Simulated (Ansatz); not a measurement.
# GeS: vertical ionisation energy

How much energy removes an electron from GeS at fixed geometry? The cation is run at each level and the neutral's energy taken from earlier runs.

The runs use Ansatz 0.2.0, Gaussian basis; unrestricted cation, the program's frozen cores in correlated methods.

The runs, in order: UKS PBE-D4/def2-TZVPP; UKS r2SCAN-D4/def2-TZVPP; UKS PBE0-D4/def2-TZVPP; UKS B3LYP-D4/def2-TZVPP; UKS wB97X-V/def2-TZVPP; UKS wB97M-V/def2-TZVPP; UKS B2PLYP/def2-TZVPP; UHF-CCSD(T)/def2-TZVPP; UHF-CCSD(T)/def2-QZVPP; extrapolation to the limit; then −ε(HOMO) from the neutral's earlier runs with LDA (SPW92), PBE-D4, revPBE-D4, BLYP-D4, r2SCAN-D4, B97M-V, PBE0-D4, B3LYP-D4, r2SCANh-D4, r2SCAN0-D4, HSE06-D4, BHLYP-D4, CAM-B3LYP-D4, LC-ωPBE, ωB97X-V, ωB97M-V.

**1. Structure used throughout**

An earlier PBE0-D4 in a triple-zeta def2 set relaxation fixed the geometry.

SMILES `[S+]#[Ge-]`, 2 atoms, charge 0, spin multiplicity 1.

Atoms are counted from 1 here; the program's logs count them from 0.

Bond lengths: S1–Ge2 2.014 Å.

**2. Cation, UKS PBE-D4/def2-TZVPP**

The input, in.yaml:

```yaml
crystal:
  periodic: [false, false, false]
  atoms:
    - {symbol: S, position_ang: [-0.000000, -0.000000, -0.001135]}
    - {symbol: Ge, position_ang: [0.000000, 0.000000, 2.013221]}
basis:
  gaussian: {orbitals: def2-TZVPP}
total_charge: 1
magnetization: {spin_polarized: true, initial_magnetization: 1}
hamiltonian: {xc: pbe, dispersion: d4}
```

Run with:

```console
$ ansatz run in.yaml --threads 2 --pin off --events-out ev --progress --plain --max-ram 32768MiB --backend cpu
```

After this run come: Cation, UKS r2SCAN-D4/def2-TZVPP; Cation, UKS PBE0-D4/def2-TZVPP; Cation, UKS B3LYP-D4/def2-TZVPP; Cation, UKS wB97X-V/def2-TZVPP; Cation, UKS wB97M-V/def2-TZVPP; Cation, UKS B2PLYP (frozen core)/def2-TZVPP; Cation, UHF-CCSD(T)/def2-TZVPP; Cation, UHF-CCSD(T)/def2-QZVPP.

Q: Predict the results of all the runs planned. Wanted: ionisation energy, CCSD(T)/CBS; nearest functional by difference; nearest −ε(HOMO); −ε(HOMO) of PBE; T1 of the cation.

The runs gave:

| quantity | value |
| --- | --- |
| ionisation energy, CCSD(T)/CBS | 10.39 eV |
| nearest functional by difference | r2SCAN-D4 (-0.11 eV) |
| nearest −ε(HOMO) | LC-ωPBE (+0.08 eV) |
| −ε(HOMO) of PBE | 6.79 eV |
| T1 of the cation | 0.015 |

What this shows: Energy differences with functionals land within 0.29 eV of the reference. The PBE orbital energy is 3.6 eV too small: a semilocal HOMO is no ionisation energy. Among orbital estimates LC-ωPBE comes nearest. Hartree-Fock falls 1.55 eV short, as the neutral has more correlation energy than the cation. Correlated methods include outer-core shells of Ge, which these sets cover unevenly. With outer-core shells in play the reference is unsure by up to some tenths of an eV, so close misses can't be ranked.
